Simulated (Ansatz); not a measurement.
# Co in Ansatz: reference runs

Aim: a first look at Co with PBE, on the cell as given.

All numbers are computed with Ansatz 0.2.0; they aren't measurements. Logs are shortened: lines on timing, memory, paths and dates and some standing lists are left out, and cuts for length are marked.

## Step 1: The sheet as given

The cell holds a sheet with vacuum, 1 atom: a = 2.347 Å, b = 2.347 Å, c = 23.800 Å, α = 90.00°, β = 90.00°, γ = 120.00°.

The cell was built by a generator and needn't be a form met in nature.

## Step 2: Single point, PBE, collinear spin, ferromagnetic start

Input file input.yaml:

```yaml
crystal:
  lattice:
    - [2.34715, 0.0, 0.0]
    - [-1.17358, 2.03269, 0.0]
    - [0.0, 0.0, 23.8]
  atoms:
    - { symbol: Co, position: [0.0, 0.0, 0.29412], spin: 2.0 }
kpoints:
  mp_grid: { grid: [13, 13, 1] }
scf:
  occupations: { method: fermi_dirac, width: 0.05 }
hamiltonian:
  xc: pbe
  pseudopotentials: { kind: all_electron, lapw: { basis_error: 0.001 } }
magnetization:
  spin_polarized: true
output:
  forces: true
  stress: true
  eigenvalues: true
  populations: true
```

Potentials or basis: all-electron LAPW, scalar-relativistic.

Launch:

```bash
$ ansatz run input.yaml --threads 2 --pin off --max-ram 8192MiB --backend cpu --events-out ev --progress --plain --runs-dir out
```

Standard output:

```text
Warning: RAYON_NUM_THREADS=2 ignored (pool sized by the plan → 2); use --threads N
Co: projections on atomic orbitals take those of the free atom 1s2 2s2 2p6 3s2 3p6 3d7 4s2, of charge +0.00 (hamiltonian.pseudopotentials.projection_atoms)
LAPW: plane waves up to 9.630 Å⁻¹, error target 1.0e-3 eV per atom; small_component_spin mean_spin; Co in spheres of 1.174 Å, 17 of its electrons in bands, Dirac shells [] (how accurate: hamiltonian.pseudopotentials.lapw.basis_error, Limitations)
Engine: ansatz 0.2.0, x86_64-unknown-linux-gnu
Pseudopotentials: kind: all_electron
Pseudopotential: Co, LAPW, valence charge 17, lapw/all_electron/scalar/gaussian/Co, Koelling and Harmon's equation, gaussian nucleus
Functional definition: PBE
  parameter kappa = 0.804
  parameter beta = 0.06672455060314922
  exchange = pbe_x(kappa = kappa, mu = beta*pi^2/3)
  correlation = pbe_c(beta = beta)
Crystal: 1 atoms, lattice volume = 113.550 Å³
Basis set: ecut = 353.3361806753004 eV, 1765 PW (Γ), exchange–correlation at level 2
Bands: 14, of which v1, the nominal top of the filled ones, is band 9 counted from 1 (8 counted from 0)
Symmetry: 24 space group operations
Space group: P6/mmm (ITA 191), of the structure as read, at distance tolerance 4.8e-5 Å
Magnetic group: BNS 191.233 (UNI 1463), of the structure as read, at distance tolerance 4.8e-5 Å
k-points: 21 of 169
Non-local potential: Co, projectors of the file, none
Initial density: superposition of atomic densities (neutral atoms: chi_scale 0, normalization atom)
Starting moments: Σ|m| = 2 μB on 1 of 1 site
Initial wavefunctions: plane waves of lowest kinetic energy (no species holds an atomic orbital)
Functional: x = pbe(κ = 0.804, μ = 0.2195149727645171), c = pbe(β = 0.06672455060314922)
iter 1 solved again at ethr=5.47e-3 eV; its pass at ethr=1.00e-1 eV (dr2=9.31e-1 eV) is discarded
SCF iter   1: F=—  HF=-37916.477108 eV  |F-HF|=—  |Δ(HF+E_count)|=         —  Δρ=1.17e-2 (↑5.90e-3 ↓1.17e-2)  dr2=9.29e-1  dr2_m=1.77e-2  M=1.892 μB ∫|m|=1.918 μB  β_m=0.30  ethr=5.47e-3  ⟨swp⟩=2.4  Hψ=3937  notcnv=0
Mixer restart at iter 1: flushing history
preconditioner: auto → LDOS  [metal: Δε(μ)=0.014 eV  Ē_g=10.169 eV  σ=0.050 eV  W_gap=0.07  n_scr=14 (ndim 8)  ℏωp=10.5 eV  f_vac=0.799  D(μ)=2.10/eV (n_scr^D=12)]
spin=Collinear: LDOS preconditioning applied to the charge; magnetization (m = ρ↑ − ρ↓) channel mixes plain (no charge-response kernel on spin).
SCF iter   2: F=—  HF=-37916.320834 eV  |F-HF|=—  |Δ(HF+E_count)|=   1.56e-1  Δρ=8.58e-3 (↑4.44e-3 ↓8.58e-3)  dr2=5.41e-1  dr2_m=1.06e-2  M=1.841 μB ∫|m|=1.896 μB  β_m=0.65  ethr=5.46e-3  ⟨swp⟩=2.0  Hψ=1721  notcnv=0
iter 3 solved again at ethr=8.27e-5 eV; its pass at ethr=3.18e-3 eV (dr2=1.41e-2 eV) is discarded
SCF iter   3: F=—  HF=-37916.163216 eV  |F-HF|=—  |Δ(HF+E_count)|=   1.58e-1  Δρ=1.61e-3 (↑1.61e-3 ↓1.56e-3)  dr2=1.38e-2  dr2_m=3.69e-4  M=1.726 μB ∫|m|=1.906 μB  β_m=0.74  ethr=8.27e-5  ⟨swp⟩=2.4  Hψ=3144  notcnv=0  defer=2
SCF iter   4: F=—  HF=-37916.173102 eV  |F-HF|=—  |Δ(HF+E_count)|=         —  Δρ=6.48e-4 (↑6.48e-4 ↓4.60e-4)  dr2=1.46e-3  dr2_m=9.97e-5  M=1.722 μB ∫|m|=1.930 μB  β_m=0.87  ethr=8.12e-5  ⟨swp⟩=3.0  Hψ=1820  notcnv=0
the basis was enlarged: its passes take 137.8 KiB over the memory plan, 2 of 2 planned eigensolver slots
SCF iter   5: F=—  HF=-37916.175133 eV  |F-HF|=—  |Δ(HF+E_count)|=   2.03e-3  Δρ=2.29e-4 (↑1.02e-4 ↓2.29e-4)  dr2=2.52e-4  dr2_m=1.44e-5  M=1.722 μB ∫|m|=1.947 μB  β_m=0.88  ethr=8.57e-6  ⟨swp⟩=3.0  Hψ=1893  notcnv=0
SCF iter   6: F=—  HF=-37916.175123 eV  |F-HF|=—  |Δ(HF+E_count)|=   9.21e-6  Δρ=5.25e-5 (↑5.05e-5 ↓5.25e-5)  dr2=2.30e-5  dr2_m=3.36e-7  M=1.722 μB ∫|m|=1.946 μB  β_m=0.73  ethr=1.48e-6  ⟨swp⟩=3.0  Hψ=1620  notcnv=0
SCF iter   7: F=—  HF=-37916.175083 eV  |F-HF|=—  |Δ(HF+E_count)|=   4.03e-5  Δρ=3.26e-5 (↑2.68e-5 ↓3.26e-5)  dr2=1.13e-6  dr2_m=6.06e-7  M=1.722 μB ∫|m|=1.945 μB  β_m=0.87  ethr=1.35e-7  ⟨swp⟩=3.0  Hψ=1670  notcnv=0
SCF iter   8: F=—  HF=-37916.175094 eV  |F-HF|=—  |Δ(HF+E_count)|=   1.04e-5  Δρ=9.31e-6 (↑8.57e-6 ↓9.31e-6)  dr2=2.05e-7  dr2_m=4.38e-8  M=1.722 μB ∫|m|=1.945 μB  β_m=0.81  ethr=6.63e-9  ⟨swp⟩=3.0  Hψ=1754  notcnv=0
SCF iter   9: F=—  HF=-37916.175094 eV  |F-HF|=—  |Δ(HF+E_count)|=   1.45e-8  Δρ=3.48e-6 (↑2.75e-6 ↓3.48e-6)  dr2=1.37e-8  dr2_m=8.77e-9  M=1.722 μB ∫|m|=1.945 μB  β_m=0.90  ethr=1.20e-9  ⟨swp⟩=2.7  Hψ=1576  notcnv=0
iter 10 met the thresholds in force, and the SCF goes on: an eigenvalue changes by 2.59 meV, over its tolerance of 0.50 meV (output.eigenvalues, Limitations)
SCF iter  10: F=-37916.175094 eV  HF=-37916.175094 eV  |F-HF|=6.67e-9  |Δ(HF+E_count)|=   5.09e-9  Δρ=8.65e-7 (↑7.53e-7 ↓8.65e-7)  dr2=6.92e-9  dr2_m=1.34e-10  M=1.722 μB ∫|m|=1.945 μB  β_m=0.95  ethr=8.04e-11  ⟨swp⟩=2.4  Hψ=1544  notcnv=0
iter 11 met the thresholds in force, and the SCF goes on: an eigenvalue changes by 2.84 meV, over its tolerance of 0.50 meV (output.eigenvalues, Limitations)
SCF iter  11: F=-37916.175094 eV  HF=-37916.175094 eV  |F-HF|=2.06e-9  |Δ(HF+E_count)|=   2.02e-9  Δρ=2.49e-7 (↑2.49e-7 ↓2.12e-7)  dr2=1.85e-9  dr2_m=3.15e-12  M=1.722 μB ∫|m|=1.945 μB  β_m=1.00  ethr=4.07e-11  ⟨swp⟩=2.0  Hψ=1516  notcnv=0
Mixer restart at iter 11: flushing history
SCF iter  12: F=-37916.175094 eV  HF=-37916.175094 eV  |F-HF|=1.83e-9  |Δ(HF+E_count)|=  7.71e-10  Δρ=2.19e-7 (↑1.40e-7 ↓2.19e-7)  dr2=2.77e-10  dr2_m=1.91e-12  M=1.722 μB ∫|m|=1.945 μB  ethr=1.09e-11  ⟨swp⟩=2.0  Hψ=1516  notcnv=0
SCF 1 converged in 12 iterations: F = -37916.175094 eV  dr2 = 2.77e-10
SCF converged after 12 iterations
an eigenvalue changed by more than its tolerance at an iteration that met the thresholds in force, so the SCF went on 2 times, its first undamped step at iteration 11: the last check found none over its tolerance
Magnetization: 1.7217 μB (9.3609 up, 7.6391 down)
Absolute magnetization: 1.9454 μB (∫|ρ↑−ρ↓|)
Spin contamination: 0.0562 ħ² per cell (⟨S²⟩ above its minimum at these occupations)
Per-site moments (μB) at R_I (Å): [(1.8137678406119075, 1.1735745418537642)]
Free energy (F): -37916.175094 eV
Harris-Foulkes:  -37916.175094 eV  (|F-HF|=1.83e-9)
Internal energy: -37916.161021 eV  (E = F + TS)
E sigma→0 (E₀):  -37916.168057 eV
Entropy (-TS):   -0.014072 eV (-14.072 meV/atom)
Fermi energy:    -2.797526 eV
--- Per-component energies (eV) ---
  E_band       = -607.290670
  E_kinetic    = 38480.380255
  E_xc         = -1623.343471
  E_electrostatic = -74773.197805  (all electrons and nuclei)
  E_smearing   = -0.014072  (= −TS)
  E_closure    = 0.000000  (closes the sum)
  E_atoms      = -37909.289263  (free atoms, spherical and without spin; not in F)
  Σ components = -37916.175094   (vs F -37916.175094, Δ=0.00e0)
  Basis errors (estimates in eV, not in F): energy 5.1e-4 per atom: plane waves 4.3e-4 (2.6e-4 summed), levels above the bands 4.0e-55, relativity 8.6e-9, radial functions 7.8e-5, core shells 8.2e-9; eigenvalues (radial functions only) 1.6e-6; not estimated: angular momenta, meshes, grids; target (lapw.basis_error) 1.0e-3; muffin-tin radii Co 1.174 Å
--- Forces (eV/Å), atoms counted from 1 ---
  atom   1  Co     0.00000000     0.00000000     0.00000000
  max |Σ_I F_I| component: 0.00e0 eV/Å
--- Stress (GPa, compression-positive) ---
       -0.140363      -0.000000       0.000000
        0.000000      -0.140363      -0.000000
        0.000000      -0.000000       0.000009
  P = ⅓ Tr σ = -0.0936 GPa (-0.936 kbar)
--- Band table (eV; the first three rows and the last of 42) ---
  k-point 0 ↑: bands = ["-98.9535", "-62.3566", "-61.8896", "-61.8896", "-9.2594", "-5.6956", "-5.2594", "-5.2594", "-3.9878", "-3.9878", "-2.5524", "1.9810", "2.4603", "2.5705"]
  k-point 1 ↑: bands = ["-98.9493", "-62.3533", "-61.9148", "-61.8956", "-9.0159", "-5.6186", "-5.3454", "-5.1421", "-4.3526", "-4.0119", "-2.0544", "2.1867", "2.6827", "2.7838"]
  k-point 2 ↑: bands = ["-98.9375", "-62.3439", "-61.9844", "-61.9122", "-8.3363", "-5.5360", "-5.3978", "-4.9526", "-4.8087", "-4.0784", "-1.0322", "2.8042", "3.3455", "3.4242"]
  k-point 20 ↓: bands = ["-96.6913", "-60.2523", "-60.1819", "-59.8911", "-4.6623", "-4.1668", "-4.0331", "-3.5341", "-2.4695", "4.2718", "6.8774", "8.3156", "8.7341", "11.4826"]
--- Löwdin populations: 1 site ---
  site symbol       q [e]    m [muB]
     0     Co     26.7991     1.8112
  spilling = 0.007441 (of n_electrons = 27.000000)
```

It took 21 s on 2 threads of AMD EPYC 7R43 (Zen 3), shared host; peak memory 0.54 GiB.

Results:

* Free energy: -37916.1751 eV
* Band gap on the k mesh: none (metal or under the smearing width)
* Net moment: 1.72 μB per cell
* Absolute moment: 1.95 μB per cell
* Site moments: Co +1.81 μB
* Work function: 5.19 eV

Stress tensor (GPa, compression positive):
```
-0.14  0.00  0.00
 0.00 -0.14  0.00
 0.00  0.00  0.00
```

Levels at points of the mesh, in eV from the Fermi level:
Spin up:
```
           k point  band 5  band 6  band 7  band 8  band 9  band 10  band 11  band 12  band 13  band 14
(0.00, 0.00, 0.00)   -6.46   -2.90   -2.46   -2.46   -1.19    -1.19     0.25     4.78     5.26     5.37
```
Spin down:
| k point | band 5 | band 6 | band 7 | band 8 | band 9 | band 10 | band 11 | band 12 |
| --- | --- | --- | --- | --- | --- | --- | --- | --- |
| (0.00, 0.00, 0.00) | -6.24 | -1.44 | -0.87 | -0.87 | 0.18 | 0.98 | 0.98 | 4.69 |
